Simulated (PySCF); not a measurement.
# EuH6O3 (Eu(H2O)33+): the cost of one run

The runs use PySCF 2.14.0; TPSS, Eu lcecp-1-SVP with ECP52, O def2-SVP, H def2-SVP; scalar-relativistic core potentials, no spin–orbit coupling.

2 further runs of the same task are left out: 1 for a known fault of the program, 1 that didn't finish.

### 1 The system as given

10 atoms, charge 3, spin multiplicity 1.

Bond lengths: Eu1–O2 2.299 Å, Eu1–O5 2.299 Å, Eu1–O8 2.299 Å, O2–H3 0.998 Å, O2–H4 0.998 Å, O5–H6 0.998 Å, O5–H7 0.998 Å, O8–H9 0.998 Å, O8–H10 0.998 Å. Angles: O2–Eu1–O5 120.0°, O2–Eu1–O8 120.0°, O5–Eu1–O8 120.0°, Eu1–O2–H3 128.6°, Eu1–O2–H4 128.6°, H3–O2–H4 102.9°, Eu1–O5–H6 128.6°, Eu1–O5–H7 128.6°, H6–O5–H7 102.9°, Eu1–O8–H9 128.6°, Eu1–O8–H10 128.6°, H9–O8–H10 102.9°.

As a file:

```xyz
10
charge 3, multiplicity 1
Eu    0.00000    0.00000    0.00000
O     2.29948   -0.00001    0.00000
H     2.92123    0.76573    0.14893
H     2.92122   -0.76576   -0.14893
O    -1.14973    1.99142    0.00000
H    -2.12375    2.14700    0.14893
H    -0.79745    2.91273   -0.14893
O    -1.14975   -1.99140    0.00000
H    -0.79748   -2.91272    0.14893
H    -2.12378   -2.14697   -0.14893
```

Formal oxidation states: Eu +3. Each metal's 6 4f electrons lie in its core potential, so multiplicities, spins and levels count the valence alone. An earlier session relaxed this geometry at TPSS, Eu lcecp-1-SVP with ECP52, O def2-SVP, H def2-SVP (singlet, point group D3).

Its energy there is -263.378881 Eh.

### 2 Atoms moved at random, σ = 0.15 Å

Input file run.py (the lines that set the calculation):

```python
mol = gto.M(atom='''
Eu     0.21242    -0.03932    -0.17941
O      2.54448    -0.13457     0.13746
H      2.86958     0.59872     0.32683
H      2.85538    -0.85830     0.04381
O     -1.20033     2.11896    -0.13069
H     -2.40067     2.13590     0.12482
H     -0.69656     3.13880    -0.17778
O     -1.41430    -2.04562    -0.16968
H     -0.61207    -2.90602     0.12938
H     -2.15793    -2.00856    -0.10474''',
    basis={'Eu': 'lcecp-1-SVP', 'O': 'def2-SVP', 'H': 'def2-SVP'},
    ecp={'Eu': 'lcecp-1-SVP'},
    charge=3, spin=0)
mf = dft.RKS(mol, xc='TPSS')
mf.grids.atom_grid = (50, 194)  # f atoms: unpruned, at least (60, 302)
mf = mf.density_fit()  # fitting sets: Eu AutoAux, O def2-universal-JKFIT, H def2-universal-JKFIT
mf.conv_tol = 1e-08; mf.max_cycle = 55
mf.kernel(dm0)  # dm0: the density of the relaxed state
```

Launch:

```sh
$ OMP_NUM_THREADS=2 python run.py
```

**Question.** How long does this run take on 2 threads of Arm Neoverse V1, shared host?

About 7.2 s.
